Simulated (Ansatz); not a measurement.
# Y (Y (10-10), 6 layers): a single-point run

Wanted: a converged single-point run for Y (Y (10-10), 6 layers), and a check of what comes out. The structure is shown as the input types it.

Method: DFT, PBE, PAW with Ansatz's default frozen-core files, scalar-relativistic, in Ansatz 0.2.0.

## 1. The starting structure

The structure is orthorhombic, space group Pmmn (No. 59). Conventional cell: a = 3.658 Å, b = 5.673 Å, c = 23.392 Å, α = 90.00°, β = 90.00°, γ = 90.00°. Around Y (site symmetry mm2) lie 8 Y at 3.54 to 3.66 Å. Around Y (site symmetry mm2) lie 10 Y at 3.54 to 3.66 Å. Y (site symmetry mm2) has 12 Y at 3.54 to 3.66 Å as nearest neighbours.

Structure file:

```
CELL_PARAMETERS angstrom
3.65802 0.00000 0.00000
0.00000 5.67339 0.00000
0.00000 0.00000 23.39190
ATOMIC_POSITIONS crystal
Y 0.75000 0.75000 0.34200
Y 0.25000 0.25000 0.38714
Y 0.25000 0.75000 0.47743
Y 0.75000 0.25000 0.52257
Y 0.75000 0.75000 0.61286
Y 0.25000 0.25000 0.65800
```

## 2. The calculation

Contents of input.yaml:

```yaml
crystal:
  lattice:
    - [3.6580181829, 0.0, 0.0]
    - [0.0, 5.673391259, 0.0]
    - [0.0, 0.0, 23.3919]
  atoms:
    - { symbol: "Y", position: [0.75, 0.75, 0.3419997468] }
    - { symbol: "Y", position: [0.25, 0.25, 0.3871426766] }
    - { symbol: "Y", position: [0.25, 0.75, 0.4774285351] }
    - { symbol: "Y", position: [0.75, 0.25, 0.5225714649] }
    - { symbol: "Y", position: [0.75, 0.75, 0.6128573234] }
    - { symbol: "Y", position: [0.25, 0.25, 0.6580002532] }
kpoints:
  mp_grid: { grid: [10, 7, 1] }
scf:
  occupations: { method: fermi_dirac, width: 0.05 }
  convergence: { dr2_threshold: 1.0e-16 }
  max_iter: 50
hamiltonian:
  xc: pbe
  pseudopotentials: { kind: paw }
output:
  forces: true
  stress: true
  eigenvalues: true
  populations: true
efield:
  axis: 3
  amplitude: 0
  dipole_correction: true
```

Run with:

```sh
$ ansatz run input.yaml --threads 2 --pin off --max-ram 5120MiB --backend cpu --events-out ev --progress --plain --runs-dir out
```

Q: Will this input give a usable result? If not, why, and what should change?

This run ends as converged. Convergence says nothing about whether the input makes sense.

In the input, scf.convergence.dr2_threshold is 1.0e-16. The risk: threshold needlessly tight. Once met, so tight a threshold does no harm; it costs cycles.

To check: delete scf.convergence.dr2_threshold (the default then holds).
